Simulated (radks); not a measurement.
# Zn²⁵⁺ in [He] 2s2 2p0.5 3s0.5: an all-electron calculation

Aim: the levels, the sizes of the orbitals and the parts of the energy of the zinc ion Zn25+.

Program: radks (a radial shooting solver on a logarithmic mesh, Libxc functionals) version 1. Level of theory: Dirac Kohn-Sham, HCTH/407, spin-unpolarised, spherical densities, finite nucleus; open shells fill j = l - 1/2 first. These are calculated values, not measurements, unless marked.

**1. The system**

| Item | Value |
| --- | --- |
| element | zinc (Z = 30) |
| charge | +25 |
| electrons | 5 |
| configuration | [He] 2s2 2p0.5 3s0.5 |
| nuclear rms radius | 3.9283 fm |

**2. The run**

Input:

```text
Z 30
configuration [He] 2s2 2p0.5 3s0.5
relativity Dirac
functional hcth_407
spin unpolarised
j_filling energy
nucleus finite rms 3.9283 fm
c 137.035999084
```

Run with:

```console
> python run_ks.py task.json out
```

This one command runs every case of the session in turn.

Q: Predict the outcome of this run.

The runs gave:

```
                        quantity                    value
                    total energy      -1157.92905 hartree
exchange-correlation share of it                   2.27 %
                            −T/E                   1.0252
          highest occupied level        3s1/2, -1062.8 eV
    most extended occupied level  3s1/2, <r> = 0.488 bohr
 radius at density 0.001 e/bohr³                1.05 bohr
    maxima of the radial density                        2
```

3 principal shells are occupied and 2 maxima appear in the radial density; where shells overlap, one shows as a shoulder or not at all. −T/E is 1.025: with relativity the kinetic term as defined here no longer equals −E. This is not the tabulated ground configuration, so its levels and sizes aren't those of the ground state, and no measured value stands beside it.
